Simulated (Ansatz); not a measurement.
# ScTaO2: the cost of one run

Program: Ansatz 0.2.0. Level of theory: DFT PBE, scalar-relativistic, plane waves, PAW. These are calculated values, not measurements.

## (1) Starting point

It takes space group P-3m1 (No. 164, trigonal). The conventional cell has a = 3.705 Å, b = 3.705 Å, c = 5.174 Å, α = 90.00°, β = 90.00°, γ = 120.00°. Sc (site symmetry -3m) is surrounded by 2 Ta at 2.59 Å. Ta (site symmetry -3m) is surrounded by 6 O at 2.14 Å. O (site symmetry 3m) is surrounded by 3 Ta at 2.14 Å and 3 O at 2.16 Å.

Coordinates:

```cif
data_structure
_symmetry_space_group_name_H-M 'P-3m1'
_symmetry_Int_Tables_number 164
_cell_length_a 3.7050
_cell_length_b 3.7050
_cell_length_c 5.1739
_cell_angle_alpha 90.000
_cell_angle_beta 90.000
_cell_angle_gamma 120.000
_cell_volume 61.51
loop_
_atom_site_label
_atom_site_type_symbol
_atom_site_symmetry_multiplicity
_atom_site_Wyckoff_symbol
_atom_site_fract_x
_atom_site_fract_y
_atom_site_fract_z
_atom_site_occupancy
Sc1 Sc 1 a 0.00000 0.00000 0.00000 1
Ta1 Ta 1 b 0.00000 0.00000 0.50000 1
O1 O 2 d 0.33333 0.66667 0.53066 1
```

A structure generator made this guess: random cell by space group and Wyckoff sites (P-3m1, No. 164). Lengths come from tabulated atomic sizes and are only a guess.

## (2) The guess as it stands, on a coarse mesh

input.yaml

```yaml
crystal:
  lattice:
    - [3.70500941, 0.0, 0.0]
    - [-1.8525047, 3.20863227, 0.0]
    - [0.0, 0.0, 5.1738648]
  atoms:
    - { symbol: Sc, position: [0.0, 0.0, 0.0] }
    - { symbol: Ta, position: [0.0, 0.0, 0.5] }
    - { symbol: O, position: [0.33333333, 0.66666667, 0.53066155] }
    - { symbol: O, position: [0.66666667, 0.33333333, 0.46933845] }
basis:
  ecutwfc: 420
kpoints:
  mp_grid: { grid: [6, 6, 4] }
hamiltonian:
  xc: pbe
scf:
  occupations: { method: gaussian, width: 0.1 }
  lower_state_search: "off"
output:
  forces: true
  stress: true
  eigenvalues: true
```

Command:

```sh
> ansatz run input.yaml --threads 1 --pin off --max-ram 2560MiB --backend cpu --events-out ev --progress --plain --runs-dir out
```

What time and memory should one allow on 1 thread of Arm Neoverse V2, shared host?

About 1.8 s, with a peak of 0.34 GiB.
